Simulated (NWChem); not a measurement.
**AlF3 (SMILES [F][Al]([F])[F]) at KT1 (NWChem form)/def2-SVP (DKH2)**

What is the vertical singlet–triplet gap of AlF3 at KT1 (NWChem form)/def2-SVP (DKH2)? 

Program for the calculation: NWChem 7.3.0.

1 further run of the same task is left out (set aside as unsound or not needed).

## (1) The system as given

AlF3: 4 atoms, total charge 0, spin state singlet. SMILES: `[F][Al]([F])[F]`. Geometry: a GFN2-xTB relaxation, a rough one for these elements and not checked as a minimum.

Bond lengths: Al1–F2 1.631 Å, Al1–F3 1.631 Å, Al1–F4 1.631 Å. Angles: F2–Al1–F3 120.0°, F2–Al1–F4 120.0°, F3–Al1–F4 120.0°.

## (2) A single-point energy at KT1 (NWChem form)/def2-SVP (DKH2)

File alf3.nw:

```
START alf3
TITLE "AlF3"
memory 2200 mb

GEOMETRY units bohr noautosym nocenter noautoz
  Al -0.00037795 -0.00054802 -0.00238105
  F   3.08184095 -0.05119268  0.02549241
  F  -1.49579382  2.69473056 -0.03144504
  F  -1.58566919 -2.64298986  0.00831479
END

BASIS spherical bse
  * library def2-SVP
END

RELATIVISTIC
  douglas-kroll dkh
END

DFT
  xc kt1
  mult 1
  grid medium
  convergence energy 1e-05
  direct
  mulliken
  print low
END

TASK dft energy
```

Run with:

```sh
$ nwchem alf3.nw > alf3.out
```

The program printed:

```text
[...]
 d= 0,ls=0.0,diis     1   -546.4433344451 -7.06D+02  3.43D-02  9.88D-01     3.3
[...]
 d= 0,ls=0.0,diis     7   -546.5815349009 -6.21D-07  2.29D-06  3.70D-08    10.4
         Total DFT energy =     -546.581534900892
      One electron energy =    -1074.293754959816
           Coulomb energy =      422.700002421567
    Exchange-Corr. energy =      -54.383037679821
 Nuclear repulsion energy =      159.395255317177
[...]
      Total Density - Mulliken Population Analysis
     ---------------------------------------------
    Atom       Charge   Shell Charges
 -----------   ------   -------------------------------------------------------
    1 Al  13    12.03   2.00  1.99  0.58 -0.06  5.93  0.78  0.32  0.48
    2 F    9     9.32   1.99  1.17  0.75  3.32  2.09  0.00
    3 F    9     9.32   1.99  1.17  0.75  3.32  2.09  0.00
    4 F    9     9.32   1.99  1.17  0.75  3.32  2.09  0.00
[...]
```

It took 11 s on 1 thread of Intel Xeon Platinum 8259CL at 2.50GHz (Skylake/Cascade Lake), shared host; peak memory 0.11 GiB.

## (3) The triplet at the same level

File run.py:

```python
from ase import Atoms
from ase.calculators.nwchem import NWChem

mol = Atoms(['Al', 'F', 'F', 'F'], positions=[
    [-0.000200, -0.000290, -0.001260],
    [1.630840, -0.027090, 0.013490],
    [-0.791540, 1.425990, -0.016640],
    [-0.839100, -1.398610, 0.004400],
])

calc = NWChem(
    label='alf3',
    theory='dft',
    memory='2200 mb',
    basis='def2-SVP',
    basispar='spherical bse',
    relativistic={'douglas-kroll': 'dkh'},
    dft={'xc': 'kt1', 'mult': '3', 'grid': 'medium', 'convergence': 'energy 1e-05', 'direct': None, 'iterations': '150', 'mulliken': None},
    task='energy',
)
mol.calc = calc

print(f"energy = {mol.get_potential_energy():.6f} eV")
```

Run with:

```sh
$ export ASE_NWCHEM_COMMAND="nwchem PREFIX.nwi > PREFIX.nwo"
$ python run.py
```

The program printed:

```text
energy = -14866.364115 eV
```

The calculator wrote alf3.nwi:

```
title "alf3"

permanent_dir alf3

scratch_dir alf3

start alf3

geometry units angstrom nocenter noautosym noautoz
  Al -2.0000000000000001e-04 -2.9000000000000000e-04 -1.2600000000000001e-03
  F  1.6308400000000001e+00 -2.7089999999999999e-02 1.3490000000000000e-02
  F  -7.9154000000000002e-01 1.4259900000000001e+00 -1.6639999999999999e-02
  F  -8.3909999999999996e-01 -1.3986099999999999e+00 4.4000000000000003e-03
end

memory 2200 mb

basis spherical bse noprint
   * library def2-SVP
end

relativistic
  douglas-kroll dkh
end
dft
  xc kt1
  mult 3
  grid medium
  convergence energy 1e-05
  direct
  iterations 150
  mulliken
end

task dft energy
```

alf3.nwo:

```text
Northwest Computational Chemistry Package (NWChem) 7.3.0
             --------------------------------------------------------

           Job information
           ---------------

    nwchem branch   = 7.3.0
    use scalapack   = T
    input           = alf3.nwi
    prefix          = alf3.
    data base       = alf3/alf3.db
    status          = startup
    nproc           =        1

           Memory information
           ------------------

    heap     =     72089594 doubles =      550.0 Mbytes
    stack    =     72089599 doubles =      550.0 Mbytes
    global   =    144179200 doubles =     1100.0 Mbytes (distinct from heap & stack)
    total    =    288358393 doubles =     2200.0 Mbytes
    verify   = yes
    hardfail = no

           Directory information
           ---------------------

  0 permanent = alf3
  0 scratch   = alf3

[... 29 lines left out ...]
            Nuclear Dipole moment (a.u.)
[... 74 lines left out ...]
          Convergence on gradient requested:  5.00D-04
[... 22 lines left out ...]
          Convergence aids based upon iterative change in
[... 28 lines left out ...]
 1-e energy   =   -1071.290320
[... 51 lines left out ...]
         Total DFT energy =     -546.328808891081
[... 2 lines left out ...]
    Exchange-Corr. energy =      -54.224895336520
[... 451 lines left out ...]
                     DFT Final Beta Molecular Orbital Analysis
[... 518 lines left out ...]
     --------------------------
     Expectation value of S2:
     --------------------------
      <S2> =      2.0033 (Exact =     2.0000)

 center of mass
 --------------
 x =  -0.00003593 y =  -0.00005210 z =  -0.00023063

 moments of inertia (a.u.)
 ------------------
         270.751951217661          -0.045194677145          -2.135715595258
          -0.045194677145         270.750061478816           2.052113032836
          -2.135715595258           2.052113032836         541.436825172644

     Multipole analysis of the density
     ---------------------------------

     L   x y z        total         alpha         beta         nuclear
     -   - - -        -----         -----         ----         -------
     0   0 0 0     -0.000000    -21.000000    -19.000000     40.000000

     1   1 0 0      0.001204      0.000083      0.002633     -0.001512
[... 8 lines of this table left out ...]
     2   0 0 2    -19.588071    -12.443285     -7.160230      0.015444

 Task  times  cpu:       18.0s     wall:       18.0s
 Total times  cpu:       18.0s     wall:       18.0s
```

Wall time 20 s (1 thread of Intel Xeon Platinum 8259CL at 2.50GHz (Skylake/Cascade Lake), shared host); peak memory 0.11 GiB.

## (4) Summary of results

Level: KT1 (NWChem form)/def2-SVP (DKH2).

```
                                        quantity          value
                           singlet: total energy  -546.58153 Eh
                           triplet: total energy  -546.32881 Eh
                          triplet: dipole moment         0.02 D
     triplet: HOMO energy (highest over α and β)       -3.24 eV
                                   triplet: ⟨S²⟩          2.003
vertical energy of the triplet above the singlet       6.877 eV
```

What this shows: At this shape the triplet lies 6.88 eV (664 kJ/mol) above the singlet. Mulliken charges (singlet) run from -0.32 on F2 to +0.97 on Al1. Mulliken charges (triplet) run from -0.12 on F2 to +0.35 on Al1.
